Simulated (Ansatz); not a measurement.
# GaH3OTe: single points off equilibrium

A test off equilibrium: a structure displaced at random from a GFN2-xTB minimum is computed at several levels, and each is set against CCSD(T).

Method: single points in def2-TZVPP; program: Ansatz 0.2.0, Gaussian basis.

Cores are frozen in the correlated methods. Filled d shells of the heavier atoms are correlated. Core potentials replace the inner electrons past krypton, and spin-orbit coupling is left out.

## Step 1: Where the work starts

6 atoms, charge 0, spin multiplicity 1.

Atoms are counted from 1 here; the program's logs count them from 0.

Bond lengths: O1–Ga2 1.737 Å, O1–H4 1.011 Å, Ga2–Te3 2.543 Å, Ga2–H5 1.572 Å, Te3–H6 1.579 Å. Angles: Ga2–O1–H4 141.5°, O1–Ga2–Te3 112.5°, O1–Ga2–H5 115.3°, Te3–Ga2–H5 132.1°, Ga2–Te3–H6 83.6°.

Coordinates:

```xyz
6

O    -0.00640   -1.08410    0.72760
Ga   -0.13420   -0.11870   -0.71020
Te    0.33500    2.34260   -0.27480
H    -0.08100   -2.03960    1.04860
H    -0.59990   -0.89100   -1.99830
H     0.63760    1.84420    1.19270
```

## Step 2: CCSD(T)/def2-TZVPP

File run/in.yaml:

```yaml
crystal:
  periodic: [false, false, false]
  atoms:
    - {symbol: O, position_ang: [-0.006400, -1.084100, 0.727600]}
    - {symbol: Ga, position_ang: [-0.134200, -0.118700, -0.710200]}
    - {symbol: Te, position_ang: [0.335000, 2.342600, -0.274800]}
    - {symbol: H, position_ang: [-0.081000, -2.039600, 1.048600]}
    - {symbol: H, position_ang: [-0.599900, -0.891000, -1.998300]}
    - {symbol: H, position_ang: [0.637600, 1.844200, 1.192700]}
basis:
  gaussian: {orbitals: def2-TZVPP}
correlation: {method: ccsd_t}
output: {forces: true}
```

No record of the launch command was kept for these runs.

## Step 3: PBE0-D4/def2-TZVPP

Edit run/in.yaml of step 2 so:

```diff
@@ -11,3 +11,3 @@
   gaussian: {orbitals: def2-TZVPP}
-correlation: {method: ccsd_t}
-output: {forces: true}
+hamiltonian: {xc: pbe0, dispersion: d4}
+output: {forces: true, orbitals: {seedname: orbitals}}
```

## Step 4: wB97M-V/def2-TZVPP

Edit run/in.yaml of step 3 so:

```diff
@@ -11,3 +11,3 @@
   gaussian: {orbitals: def2-TZVPP}
-hamiltonian: {xc: pbe0, dispersion: d4}
-output: {forces: true, orbitals: {seedname: orbitals}}
+hamiltonian: {xc: {name: wB97M-V}}
+output: {forces: true}
```

## Step 5: r2SCAN-D4/def2-TZVPP

Edit run/in.yaml of step 4 so:

```diff
@@ -11,3 +11,3 @@
   gaussian: {orbitals: def2-TZVPP}
-hamiltonian: {xc: {name: wB97M-V}}
+hamiltonian: {xc: r2scan, dispersion: d4}
 output: {forces: true}
```

## Step 6: PBE-D4/def2-TZVPP

Edit run/in.yaml of step 5 so:

```diff
@@ -11,3 +11,3 @@
   gaussian: {orbitals: def2-TZVPP}
-hamiltonian: {xc: r2scan, dispersion: d4}
+hamiltonian: {xc: pbe, dispersion: d4}
 output: {forces: true}
```

## Step 7: BHLYP-D4/def2-TZVPP

Edit run/in.yaml of step 6 so:

```diff
@@ -11,3 +11,3 @@
   gaussian: {orbitals: def2-TZVPP}
-hamiltonian: {xc: pbe, dispersion: d4}
+hamiltonian: {xc: {name: BHLYP}, dispersion: d4}
 output: {forces: true}
```

## Step 8: r2SCAN0-D4/def2-TZVPP

Edit run/in.yaml of step 7 so:

```diff
@@ -11,3 +11,3 @@
   gaussian: {orbitals: def2-TZVPP}
-hamiltonian: {xc: {name: BHLYP}, dispersion: d4}
+hamiltonian: {xc: {name: r2SCAN0}, dispersion: d4}
 output: {forces: true}
```

(Steps that only read results are left out.)

**Question.** What will these runs give? Wanted: energy less free atoms, CCSD(T)/def2-TZVPP; RMS force component; RMS force error; HOMO and LUMO, PBE0-D4; T1 diagnostic.

As calculated:

| quantity | value |
| --- | --- |
| energy less free atoms, CCSD(T)/def2-TZVPP | -1568.9 kJ/mol |
| RMS force component | 1.157 to 1.284 eV/Å over the methods |
| RMS force error | PBE0-D4 0.067, wB97M-V 0.040, r2SCAN-D4 0.075, PBE-D4 0.218, BHLYP-D4 0.169, r2SCAN0-D4 0.118 eV/Å |
| HOMO and LUMO, PBE0-D4 | -6.70 and -0.99 eV |
| T1 diagnostic | 0.013 |

In words: Against CCSD(T) the functionals' energies less atoms differ by -37.5 to +50.6 kJ/mol, PBE-D4 by -37.5 kJ/mol. The reference is not at the basis limit: in triple zeta CCSD(T) underbinds, which counts against methods that bind more; the gaps are no ranking. The forces of wB97M-V come nearest to CCSD(T), those of PBE-D4 are farthest. Frozen-core CCSD(T) forces in triple zeta carry basis errors of their own, and this is one geometry, so small gaps rank nothing.
